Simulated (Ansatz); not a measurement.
This script makes an equation of state with a fit of ZnCo3C, space group Pm-3m with Ansatz's Python interface.

`znco3c_eos.py`:
```python
"""Energy against volume for ZnCo3C, with a fit."""

import ansatz
import numpy as np

VECTORS = np.array([
    [3.72695436, 0.0, 0.0],
    [0.0, 3.72695436, 0.0],
    [0.0, 0.0, 3.72695436],
])
SITES = [
    ("Zn", (0.0, 0.0, 0.0), 0.0),
    ("Co", (0.0, 0.5, 0.5), 3.2),
    ("Co", (0.5, 0.5, 0.0), 3.2),
    ("Co", (0.5, 0.0, 0.5), 3.2),
    ("C", (0.5, 0.5, 0.5), 0.0),
]


def crystal_on(cell):
    crystal = ansatz.Crystal(lattice=ansatz.Lattice.of(cell))
    for symbol, position, moment in SITES:
        crystal = crystal.atom(symbol, position, moment=moment or None)
    return crystal

# uniform scaling of the cell
volumes, energies = [], []
for scale in np.linspace(0.9, 1.1, 9):
    cell = VECTORS * scale ** (1 / 3)
    setup = (
        crystal_on(cell).calculation()
        .functional("pbesol")
        .pseudopotentials("nc")
        .occupations("Fermi-Dirac", width=0.2)
        .spin("collinear")  # two spin channels
        .scf(tolerance=1e-08)
        .kpoints(6, 6, 6)
    )
    summary = setup.run(threads=1, pin="off").report
    volumes.append(abs(np.linalg.det(cell)) / len(SITES))
    energies.append(summary["free_energy_ev"] / len(SITES))
    print(f"V = {volumes[-1]:8.4f} A^3/atom  F = {energies[-1]:.5f} eV/atom")

# third-order Birch-Murnaghan: a cubic in V^(-2/3)
x = np.array(volumes) ** (-2 / 3)
poly = np.polynomial.Polynomial.fit(x, energies, 3).convert()
roots = poly.deriv().roots()
x0 = min((r.real for r in roots if abs(r.imag) < 1e-9 and poly.deriv(2)(r.real) > 0), key=lambda r: abs(r - x.mean()))
v0 = x0 ** -1.5
b0 = 4 / 9 * poly.deriv(2)(x0) * v0 ** (-7 / 3) * 160.21766
b1 = 4 + 2 / 3 * x0 * poly.deriv(3)(x0) / poly.deriv(2)(x0)
print(f"V0 = {v0:.4f} A^3/atom, B0 = {b0:.1f} GPa, dB/dP = {b1:.2f}")
```

From its runs, with one value withheld:

| V (Å³/atom) | F less the lowest row shown (meV/atom) |
| --- | --- |
| 9.318 | 41.46 |
| 9.577 | 14.20 |
| 9.836 | 0.00 |
| 10.095 | ? |
| 10.354 | 3.97 |
| 10.612 | 19.32 |
| 10.871 | 41.94 |
| 11.130 | 70.49 |
| 11.389 | 104.01 |

What is the missing energy at 10.095 Å³ an atom?

A third-order Birch-Murnaghan fit, E = E0 + (9 V0 B0 / 16) [(t - 1)³ B' + (t - 1)² (6 - 4t)] with t = (V0/V)^(2/3), through the 8 rows shown gives V0 = 10.034 Å³, B0 = 241.7 GPa, B' = 4.99 and E0 = -3.11 meV. At V = 10.095 Å³, t = 0.99597, and the fit interpolates to -2.83 meV. The run gave -2.91 meV, a miss of 0.08 meV.

Caveats:
- These settings explore the input space; cutoff and mesh may be short of convergence.
- The SCF didn't keep the moments it started from (some shrank, vanished or turned); what is printed is the state reached.
- The mesh is modest for a metal, so energies can be off by several to tens of meV an atom and pressures by half a GPa or more; differences at equal mesh fare better.
- The structure comes from a database of computed cells and needn't be a stable or known phase.
- Wall time of the script: 5.2 min on 1 thread of Arm Neoverse V2, with other jobs on the host, peak memory 0.73 GiB.
